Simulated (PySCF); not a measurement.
# [Pb(OH)3]−: a change of charge

How does [Pb(OH)3]− respond at fixed geometry? The runs cover a change of charge. The species was built from a template and needn't be a known compound.

Computed with PySCF 2.14.0. Level: PBE0, Pb def2-SVP with ECP60, O def2-SVP, H def2-SVP; scalar-relativistic core potentials, no spin–orbit coupling.

1 further run of the same task is left out (for a known fault of the program).

### 1 The starting structure

7 atoms, charge -1, spin multiplicity 1.

Bond lengths: Pb1–O2 2.191 Å, Pb1–O4 2.191 Å, Pb1–O6 2.191 Å, O2–H3 0.969 Å, O4–H5 0.969 Å, O6–H7 0.969 Å. Angles: O2–Pb1–O4 88.0°, O2–Pb1–O6 88.0°, O4–Pb1–O6 88.0°, Pb1–O2–H3 96.4°, Pb1–O4–H5 96.4°, Pb1–O6–H7 96.4°.

Geometry (Å):

```
Pb    0.00000    0.00000   -0.23813
O     1.74328   -0.22398    1.06921
H     1.50033    0.47421    1.69495
O    -0.67767    1.62172    1.06921
H    -1.16084    1.06222    1.69495
O    -1.06561   -1.39774    1.06921
H    -0.33949   -1.53643    1.69495
```

Formal oxidation states: Pb +2. An earlier session relaxed this geometry at PBE0, Pb def2-SVP with ECP60, O def2-SVP, H def2-SVP (singlet, point group C3).

Its energy there is -420.002451 Eh.

### 2 One electron removed, multiplicity 2

run.py (the lines that set the calculation)

```python
mol = gto.M(atom='''
Pb     0.00000     0.00000    -0.23813
O      1.74328    -0.22398     1.06921
H      1.50033     0.47421     1.69495
O     -0.67767     1.62172     1.06921
H     -1.16084     1.06222     1.69495
O     -1.06561    -1.39774     1.06921
H     -0.33949    -1.53643     1.69495''',
    basis={'Pb': 'def2-SVP', 'O': 'def2-SVP', 'H': 'def2-SVP'},
    ecp={'Pb': 'def2-SVP'},
    charge=0, spin=1)
mf = dft.UKS(mol, xc='PBE0')
mf.grids.atom_grid = (50, 194)
mf = mf.density_fit()  # fitting sets: Pb def2-universal-JKFIT, O def2-universal-JKFIT, H def2-universal-JKFIT
mf.conv_tol = 1e-08; mf.max_cycle = 55
mf.kernel(dm0)  # dm0: the density of the relaxed state
```

Started as:

```sh
$ OMP_NUM_THREADS=2 python run.py
```

Output:

```text
init E= -420.008926629819
  HOMO = -0.0578642512608  LUMO = -0.0450886745543  gap/eV = 0.34764
cycle= 1 E= -419.848680825641  delta_E= 0.16  |g|= 0.224  |ddm|= 0.842
  HOMO = -0.341941960225  LUMO = -0.256727710444  gap/eV = 2.31880
cycle= 2 E= -419.831255430595  delta_E= 0.0174  |g|= 0.331  |ddm|= 0.561
  HOMO = -0.294717234941  LUMO = -0.216043737088  gap/eV = 2.14081
cycle= 3 E= -419.873717136444  delta_E= -0.0425  |g|= 0.0505  |ddm|= 0.291
  HOMO = -0.291666743848  LUMO = -0.207968901698  gap/eV = 2.27753
cycle= 4 E= -419.875118231968  delta_E= -0.0014  |g|= 0.0118  |ddm|= 0.092
  HOMO = -0.28852336708  LUMO = -0.204360981177  gap/eV = 2.29018
cycle= 5 E= -419.875251248153  delta_E= -0.000133  |g|= 0.00332  |ddm|= 0.0254
  HOMO = -0.288114558167  LUMO = -0.203754523851  gap/eV = 2.29555
cycle= 6 E= -419.875252165625  delta_E= -9.17e-07  |g|= 0.00604  |ddm|= 0.0108
  HOMO = -0.288223324774  LUMO = -0.203658890422  gap/eV = 2.30112
cycle= 7 E= -419.875269016812  delta_E= -1.69e-05  |g|= 0.00142  |ddm|= 0.00656
  HOMO = -0.288213827047  LUMO = -0.203635966001  gap/eV = 2.30148
cycle= 8 E= -419.875270645171  delta_E= -1.63e-06  |g|= 0.000429  |ddm|= 0.00261
  HOMO = -0.288221038748  LUMO = -0.203633281572  gap/eV = 2.30175
cycle= 9 E= -419.875270992669  delta_E= -3.47e-07  |g|= 0.000137  |ddm|= 0.00148
  HOMO = -0.288189039252  LUMO = -0.203627510177  gap/eV = 2.30104
cycle= 10 E= -419.875271065025  delta_E= -7.24e-08  |g|= 0.000245  |ddm|= 0.000962
  HOMO = -0.28818505417  LUMO = -0.203626083482  gap/eV = 2.30097
cycle= 11 E= -419.875271107983  delta_E= -4.3e-08  |g|= 8.06e-05  |ddm|= 0.00042
  HOMO = -0.28818505759  LUMO = -0.203627770183  gap/eV = 2.30092
cycle= 12 E= -419.875271123073  delta_E= -1.51e-08  |g|= 1.96e-05  |ddm|= 0.00044
  HOMO = -0.288183608837  LUMO = -0.203626782049  gap/eV = 2.30091
cycle= 13 E= -419.875271124363  delta_E= -1.29e-09  |g|= 3.34e-06  |ddm|= 0.000149
  HOMO = -0.288183816949  LUMO = -0.203626798003  gap/eV = 2.30091
Extra cycle  E= -419.875271124375  delta_E= -1.11e-11  |g|= 3.18e-06  |ddm|= 9.26e-06
converged SCF energy = -419.875271124375  <S^2> = 0.7695374  2S+1 = 2.0194429
```

Wall time 1.8 s (2 threads of Intel Xeon 6975P-C (Granite Rapids), shared host).

It gives: E = -419.875271 Eh (+3.461 eV from the relaxed state), HOMO -7.84 eV, LUMO -5.54 eV (over both spins), ⟨S²⟩ = 0.770, Mulliken charge on Pb1 +0.82 e. 

### 3 Results

| state | energy from the relaxed state (eV) | ⟨S²⟩ | time |
| --- | --- | --- | --- |
| charge -1, singlet, vacuum (relaxed) | 0 | 0.00 |  |
| charge 0, doublet, vacuum | 3.46 | 0.77 | 1.8 s |

An electron taken off or put on is at rest in vacuum. 

Removing an electron vertically costs 3.46 eV (doublet), against −HOMO = 1.40 eV. The bases are small and lack diffuse functions. Spin–orbit coupling is left out.
